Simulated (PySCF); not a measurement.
# C5H12Si: the cost of one run

Programs: PySCF 2.14.0, with density-fitted response routines of our own. Each step states its level of theory. These are calculated values for one molecule in the gas phase, unless marked as measured. Atoms count from 0, in the outputs and in this text.

### 1 The molecule as given

18 atoms, charge 0, multiplicity 1; geometry from: GFN2-xTB.

Bonds of the start (Å): C0–C1 1.32, C1–Si2 1.90, Si2–C3 1.91, Si2–C4 1.91, Si2–C5 1.91, C0–H6 1.08, C0–H7 1.08, C1–H8 1.08, C3–H9 1.09, C3–H10 1.09, C3–H11 1.09, C4–H12 1.09, C4–H13 1.09, C4–H14 1.09, C5–H15 1.09, C5–H16 1.09, C5–H17 1.09.

### 2 Relaxing the molecule at PBE0-D3(BJ)/def2-SVP

Job settings and geometry (Å):

```
{"job": {"xc": "PBE0", "basis": "def2-SVP", "d3": "d3bj", "grid": 1, "kind": "geom"}, "charge": 0, "multiplicity": 1}
C      2.374380    -0.624400     0.802470
C      1.537700     0.368940     0.546530
Si    -0.242790     0.148800    -0.070510
C     -0.880630     1.854380    -0.637200
C     -1.351970    -0.537440     1.325170
C     -0.259570    -1.070020    -1.540490
H      3.387460    -0.464090     1.140990
H      2.082160    -1.655150     0.681460
H      1.897080     1.381800     0.687660
H     -1.866330     1.780050    -1.086020
H     -0.218420     2.297810    -1.374720
H     -0.951630     2.545680     0.197380
H     -1.556600     0.211960     2.083660
H     -2.306530    -0.879380     0.935940
H     -0.877590    -1.379600     1.818940
H      0.501050    -0.812320    -2.271060
H     -0.066960    -2.086620    -1.212820
H     -1.218310    -1.067770    -2.050680
```

Command:

```
$ OMP_NUM_THREADS=1 python probes_run.py task.json out
```

One launch serves the whole session: the jobs run in the order shown.

Q: Estimate the wall time and peak memory of this first job on 1 thread of Arm Neoverse V2, shared host.

About 1.9 min, with a peak of 0.63 GiB.
